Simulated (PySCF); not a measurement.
# BeSn: bond curves at several levels of theory

What are the lowest state that PBE0 finds, the bond length, vibrational wavenumber and bond energy of BeSn, and how much do these hang on the method?

Computed with PySCF 2.14.0. Level: Be x2c-SVPall, Sn x2c-SVPall, spin-free X2C with a Gaussian nucleus.

1 further run of the same task is left out (it didn't finish).

### 1 Input

The job is set up so:

```yaml
atoms: Be, Sn
charge: 0
basis: Be x2c-SVPall, Sn x2c-SVPall
Hamiltonian: spin-free X2C with a Gaussian nucleus
basis_functions: 45
electrons_treated: 54
masses_in_u: 9.0122, 119.9022
levels: PBE0, PBE, M06, MN15, HF, MP2, SCS-MP2, CCSD, CCSD(T)
grid: 80 radial by 434 angular points
occupations: held fixed by the projection of orbital angular momentum
dissociation_limit: Be + Sn, each in its ground configuration
starting_distance_in_angstrom: 2.310
values_of_2S_to_try: 0, 2
```

Launch:

```
$ OMP_NUM_THREADS=1 python dia.py task.json out
```

The runs that follow: First curve: PBE0; Other states along the same grid; PBE; M06 (hybrid meta-GGA); MN15 (hybrid meta-GGA); UHF; Adding correlation.

Before running it: what results should come out? Wanted: for each run, Re; ωe; De; μ.

**Answer**, as computed:

Lowest PBE0 solution found, without spin–orbit coupling: ³Σ⁻ (triplet), unpaired electrons π ↑↑. State 2 has its PBE0 minimum 0.22 eV higher, as a spin-mixed determinant (⟨S²⟩ = 1.00), so this is no gap between pure states. State 3 has its PBE0 minimum 0.37 eV higher. State 4 has its PBE0 minimum 0.46 eV higher, as a spin-mixed determinant (⟨S²⟩ = 1.01), so this is no gap between pure states. The other levels ran on the lowest alone.

| level | Re (Å) | ωe (cm⁻¹) | De (eV) | μ (D) |
| --- | --- | --- | --- | --- |
| UHF | 2.486 | 281.8 | 0.278 | -2.45 |
| UHF-MP2 | 2.376 | 471 | 0.79 | n/a |
| UHF-SCS-MP2 | 2.404 | 417 | 0.59 | n/a |
| UHF-CCSD | 2.481 | 343 | 0.496 | n/a |
| UHF-CCSD(T) | 2.453 | 379 | 0.63 | n/a |
| PBE | 2.361 | 459 | 1.48 | -1.00 |
| PBE0 | 2.358 | 450 | 1.29 | -1.37 |
| M06 | 2.350 | 465 | 1.28 | -1.26 |
| MN15 | 2.345 | 450 | 1.45 | -2.06 |

De is counted to Be + Sn in their ground configurations. A positive dipole means Be(−)Sn(+).

The methods spread over 0.142 Å in bond length, from MN15 to UHF. CCSD(T) can't serve as the judge here: for a weak bond in this basis it is far from its limit. Among the levels with a De in the table, it runs from 0.278 eV (UHF) to 1.48 eV (PBE).

Correlated steps freeze 18 core orbitals. These are scalar-relativistic numbers at best; spin–orbit coupling would shift them, the dissociation energy most.
